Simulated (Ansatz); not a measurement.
# GaPNH (singlet): from Hartree-Fock to the top rungs at a displaced geometry (v1), cc-pVDZ

The task here is to estimate one member of a computed series from the others.

Program: Ansatz 0.2.0, Gaussian basis. Level of theory: cc-pVDZ, core rule «outside noble gas», up to 20 orbitals frozen. These are calculated values, not measurements.

To be run: UHF; CCSD(T) on RHF; CCSD(T) on UHF; BCCD(T) on RHF; CISD; CCSDT(Q) on RHF; CCSDT(Q) on UHF.

18 further runs of the same task are left out: 2 for a known fault of the program, 7 that didn't finish, 9 set aside as unsound or not needed.

### The geometry

The geometry is a PBE0/def2-TZVP stationary point (not a proven minimum) with its atoms shifted at random (size 0.040 Å). No spin-orbit coupling is included. The filled d shell of Ga may be among the frozen orbitals whatever the setting's name suggests; the logs give the count.

4 atoms, charge 0, spin multiplicity 1.

Atoms are counted from 1 here; the program's logs count them from 0.

Bond lengths: Ga1–H4 1.712 Å, P2–N3 1.541 Å.

Coordinates:

```xyz
4
charge 0, multiplicity 1
Ga   -0.0050    0.0063    1.3062
P    -0.0058   -0.1711   -1.5691
N     0.0422    0.2490   -3.0510
H    -0.0607    1.3621    0.2627
```

The first run:

Contents of in.yaml:

```yaml
crystal:
  periodic: [false, false, false]
  atoms:
    - {symbol: Ga, position_ang: [-0.004994, 0.006302, 1.306190]}
    - {symbol: P, position_ang: [-0.005846, -0.171118, -1.569109]}
    - {symbol: N, position_ang: [0.042155, 0.249012, -3.051046]}
    - {symbol: H, position_ang: [-0.060692, 1.362120, 0.262706]}
basis:
  gaussian: {orbitals: cc-pVDZ}
magnetization: {spin_polarized: true, initial_magnetization: 0}
hamiltonian: {xc: hf}
output: {orbitals: {seedname: orbitals}}
```

On the command line:

```console
$ ansatz run in.yaml --threads 1 --pin off --events-out ev --progress --plain --max-ram 2393MiB
```

Among the steps run: UHF; CCSD(T) on RHF; CCSD(T) on UHF; BCCD(T) on RHF; CISD; CCSDT(Q) on RHF; CCSDT(Q) on UHF.

One of the session's tables, all rows but one given; the rest of the session is left out.

It belongs to the step «Misses and costs». 

| method | from RCCSDT(Q) (kcal/mol) |
| --- | --- |
| RHF | +250.58 |
| UHF | +238.47 |
| RMP2 | +25.74 |
| UMP2 | ? |
| CISD | +46.10 |
| RCCSD | +14.83 |
| UCCSD | +15.69 |
| RCCSD(T) | +2.22 |
| UCCSD(T) | +4.49 |
| BCCD(T) | +2.16 |
| RCCSDT | +2.11 |
| UCCSDT | +2.24 |
| RCCSDT(Q) | 0 |
| UCCSDT(Q) | +0.12 |

Estimate the missing values for UMP2.

**Answer.** from RCCSDT(Q) (kcal/mol): +64.17. In the column «from RCCSDT(Q) (kcal/mol)» it lies between CISD (+46.10) and UHF (+238.47).

To keep in mind: The determinant is far from a pure spin state, so its energy mixes those of several spin states (harmless only where they are near-degenerate, as at dissociation). Warnings: restricted reference is unstable; spin contamination; large T1 diagnostic. Restricted and unrestricted rows rest on different reference determinants; where their highest levels disagree by more than a few hundredths of an eV, they describe different states and don't form one ladder.
